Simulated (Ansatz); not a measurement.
# AlAsH2: the cost of one run

Program: Ansatz 0.2.0, Gaussian basis. Level of theory: cc-pVTZ, core rule «outside noble gas», up to 19 orbitals frozen. These are calculated values, not measurements.

The runs, in order: UHF; CCSD(T) on RHF; CCSD(T) on UHF; BCCD(T) on RHF; CCSDT(Q) on RHF; CCSDT(Q) on UHF.

10 further runs of the same task are left out: 6 for a known fault of the program, 4 set aside as unsound or not needed.

## Step 1: What is computed

The geometry is a PBE0/def2-TZVP stationary point (not a proven minimum). No spin-orbit coupling is included. The filled d shell of As may be among the frozen orbitals whatever the setting's name suggests; the logs give the count.

4 atoms, charge 0, spin multiplicity 1.

Atoms are counted from 1 here; the program's logs count them from 0.

Bond lengths: Al1–As2 2.346 Å, Al1–H3 1.590 Å, Al1–H4 1.590 Å. Angles: As2–Al1–H3 117.6°, As2–Al1–H4 117.6°, H3–Al1–H4 124.9°.

## Step 2: UHF

in.yaml

```yaml
crystal:
  periodic: [false, false, false]
  atoms:
    - {symbol: Al, position_ang: [0.000000, 0.000000, 1.677141]}
    - {symbol: As, position_ang: [0.000000, 0.000000, -0.668915]}
    - {symbol: H, position_ang: [0.000000, 1.409286, 2.413008]}
    - {symbol: H, position_ang: [0.000000, -1.409286, 2.413008]}
basis:
  gaussian: {orbitals: cc-pVTZ}
magnetization: {spin_polarized: true, initial_magnetization: 0}
hamiltonian: {xc: hf}
output: {orbitals: {seedname: orbitals}}
```

Launch:

```console
$ ansatz run in.yaml --threads 1 --pin off --events-out ev --progress --plain --max-ram 2560MiB --backend cpu
```

**Question.** How long does this run take on 1 thread of AMD EPYC 7R13, shared host, and how much memory does it need?

About 11 s, with a peak of 0.35 GiB.
